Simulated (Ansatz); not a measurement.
# GaSb (F-43m): search for the barrier of an atomic hop in a rigid host from a Python script

The task is a search for the barrier of an atomic hop in a rigid host, for GaSb (F-43m).

The COD entry's cell or inner coordinates are ideal or old and differ from later refinements, so a difference from it is no clean test against experiment.

Program: Ansatz 0.2.0 through its Python package. Level of theory: DFT PBEsol, plane waves, PAW. These are calculated values, not measurements.

### 1 The structure

The structure is cubic, space group F-43m (No. 216). The conventional cell has a = 6.118 Å, b = 6.118 Å, c = 6.118 Å, α = 90.00°, β = 90.00°, γ = 90.00°. Ga (site symmetry -43m) is surrounded by 4 Sb at 2.65 Å. Sb (site symmetry -43m) is surrounded by 4 Ga at 2.65 Å.

The script holds or builds the structure itself.

### 2 The script

File run_neb.py:

```python
# -*- coding: utf-8 -*-
"""Migration path of an interstitial in GaSb."""

import ansatz
import numpy as np

KSPACING = 0.7
XC = "pbesol"
FILLING = "fermi_dirac"
SMEARING_WIDTH = 0.1


def main():
    vectors = np.array([
        [0.0, 3.059, 3.059],
        [3.059, 0.0, 3.059],
        [3.059, 3.059, 0.0],
    ])
    cell = (
        ansatz.Lattice.of(vectors)
        .atom("Ga", (0.0, 0.0, 0.0))
        .atom("Sb", (0.25, 0.25, 0.25))
    )
    start = cell.supercell(2, 2, 1).interstitial("H", at=(0.5, 0.5, 0.5)).resolved()
    guest = len(start.sites) - 1
    start = start.fix(list(range(guest)))
    end = start.move(guest, to=(-0.125, 0.375, 0.75))
    # two open sites of equal room in a host that is held rigid

    setup = (
        start.calculation()
        .kpoints(spacing=KSPACING)
        .functional(XC)
        .occupations(FILLING, width=SMEARING_WIDTH)
        .neb(to=end, images=5, force_tolerance=0.1, max_iterations=30, relax_end_points=True)
    )
    steps = []


    def follow(event):
        if event["event"] != "neb_iteration":
            return
        row = event["data"]
        steps.append(row)
        print(f"round {row['iteration']:2d}  largest force on the band {row['band_force_max_ev_ang']:.3f} eV/A")


    out = setup.session().plan(threads=1).execute(on_event=follow)
    r = out.report
    band = out.neb_path()
    energy = np.array([image.lagrangian_ev for image in band.images])

    print("energies along the path (meV):", np.round(1000 * (energy - energy[0]), 1))
    print("path coordinate (A):", [round(image.path_coordinate_ang, 3) for image in band.images])
    print(f"barrier forwards {energy.max() - energy[0]:.3f} eV, backwards {energy.max() - energy[-1]:.3f} eV")
    # a rate with a guessed attempt frequency of 10 THz
    for kelvin in (300, 600, 900):
        print(f"{kelvin} K: {1e13 * np.exp(-(energy.max() - energy[0]) / (8.617333e-5 * kelvin)):.2e} hops a second")


if __name__ == "__main__":
    main()
```

### 3 The calls as engine input

The engine receives this input:

```yaml
crystal:
  lattice:
    - [0.0, 6.118, 6.118]
    - [6.118, 0.0, 6.118]
    - [3.059, 3.059, 0.0]
  atoms:
    - { symbol: Ga, position: [0.0, 0.0, 0.0] }
    - { symbol: Sb, position: [0.125, 0.125, 0.25] }
    - { symbol: Ga, position: [0.0, 0.5, 0.0] }
    - { symbol: Sb, position: [0.125, 0.625, 0.25] }
    - { symbol: Ga, position: [0.5, 0.0, 0.0] }
    - { symbol: Sb, position: [0.625, 0.125, 0.25] }
    - { symbol: Ga, position: [0.5, 0.5, 0.0] }
    - { symbol: Sb, position: [0.625, 0.625, 0.25] }
    - { symbol: H, position: [0.25, 0.25, 0.5] }
kpoints:
  mp_grid:
    kspacing: 0.7
hamiltonian:
  xc: pbesol
scf:
  occupations:
    method: fermi_dirac
    width: 0.1
neb:
  images: 5
  relax_end_points: true
  f_tol: 0.1
  max_iterations: 30
  constraints:
    - { sites: [0, 1, 2, 3, 4, 5, 6, 7], fix: xyz }
  final_atoms:
    - { symbol: Ga, position: [0.0, 0.0, 0.0] }
    - { symbol: Sb, position: [0.125, 0.125, 0.25] }
    - { symbol: Ga, position: [0.0, 0.5, 0.0] }
    - { symbol: Sb, position: [0.125, 0.625, 0.25] }
    - { symbol: Ga, position: [0.5, 0.0, 0.0] }
    - { symbol: Sb, position: [0.625, 0.125, 0.25] }
    - { symbol: Ga, position: [0.5, 0.5, 0.0] }
    - { symbol: Sb, position: [0.625, 0.625, 0.25] }
    - { symbol: H, position: [-0.125, 0.375, 0.75] }
```

### 4 The run

Launch:

```
> python run_neb.py
```

**Question.** What results will this script give? Wanted: free energy; barrier forwards; barrier backwards; end to end.

As calculated:

| quantity | value |
| --- | --- |
| free energy | -40619.8394 eV (-4513.3155 eV/atom) |
| barrier forwards | 0.485 eV |
| barrier backwards | 0.093 eV |
| end to end | 0.393 eV |
| band iterations | 6 |

In words: The highest image, number 4, lies 0.485 eV above the start, about 19 times kT at 300 K. A cell this small lets the moving atom feel its images. Notes:
- The mesh is modest for a metal, so energies can be off by several to tens of meV an atom and pressures by half a GPa or more; differences at equal mesh fare better.
- Of the deposited cell: the entry's cell lengths or inner coordinates differ somewhat from later room-temperature determinations.
- Levels are Kohn-Sham eigenvalues on this mesh, without spin-orbit coupling.
- The host is held rigid, so the barrier is usually too high; the two ends needn't be equivalent, and zero-point energy is left out.
